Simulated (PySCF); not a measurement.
**C6H9P: electronic excitations**

Aim: predict the electronic excitations of C6H9P (`CC1C=CPC=C1`).

The runs use PySCF 2.14.0, with density-fitted response routines of our own; the level of theory stands in each step. All values are computed, except where a source is named. Atoms count from 0, in the outputs and in this text.

## 1. Starting geometry

16 atoms, charge 0, multiplicity 1; geometry from: GFN2-xTB.

Bonds of the start (Å): C0–C1 1.54, C1–C2 1.50, C2–C3 1.33, C3–P4 1.81, P4–C5 1.81, C5–C6 1.33, C6–C1 1.50, C0–H7 1.09, C0–H8 1.09, C0–H9 1.09, C1–H10 1.09, C2–H11 1.08, C3–H12 1.08, P4–H13 1.40, C5–H14 1.08, C6–H15 1.08.

## 2. Ultraviolet spectrum: CAM-B3LYP/def2-SVPD

What the job is given:

```
{"job": {"kind": "uv", "xc": "CAM-B3LYP", "basis": "def2-SVPD", "nstates": 8, "ntriplets": 3}, "charge": 0, "multiplicity": 1}
C     -1.663877    -0.296017    -0.755879
C     -0.844146    -0.221143     0.541711
C      0.246360    -1.255915     0.505808
C      1.398016    -1.071798    -0.124649
P      1.760958     0.455508    -1.029757
C      0.838383     1.553513     0.078163
C     -0.269181     1.160269     0.691758
H     -1.014219    -0.090635    -1.605836
H     -2.465605     0.438745    -0.741278
H     -2.094920    -1.287304    -0.875351
H     -1.510244    -0.428192     1.385333
H      0.042809    -2.184571     1.022576
H      2.153367    -1.844841    -0.168888
H      3.016188     0.677856    -0.439809
H      1.213557     2.563930     0.171366
H     -0.815046     1.839540     1.333321
```

Method: TDDFT CAM-B3LYP/def2-SVPD, vertical, gas phase, core orbitals frozen in the response.

Command:

```
$ OMP_NUM_THREADS=1 python probes_run.py task.json out
```

One launch serves the whole session: the jobs run in the order shown.

What will the session give for the following? lowest singlet (CAM-B3LYP/def2-SVPD); brightest single state of those computed; lowest triplet; surface potential, 1st and 99th percentile. Wanted: lowest singlet; brightest single state of those computed; lowest triplet; surface potential, 1st and 99th percentile.

The runs gave:

```
                                quantity                        value
    lowest singlet (CAM-B3LYP/def2-SVPD)  5.69 eV (218 nm), f = 0.040
brightest single state of those computed  state 8, 7.22 eV, f = 0.194
                          lowest triplet                      4.12 eV
   surface potential, 1st and 99th percentile           -0.84 V and 0.77 V
```

The lowest singlet, at 5.69 eV, is HOMO→LUMO+1 0.97 and is weak; of the 8 states computed, the strongest absorption comes from state 8 at 7.22 eV (the last computed, so partners may be missing). The lowest triplet lies 1.57 eV below the lowest singlet (triplets in Tamm-Dancoff, singlets in full TDDFT).
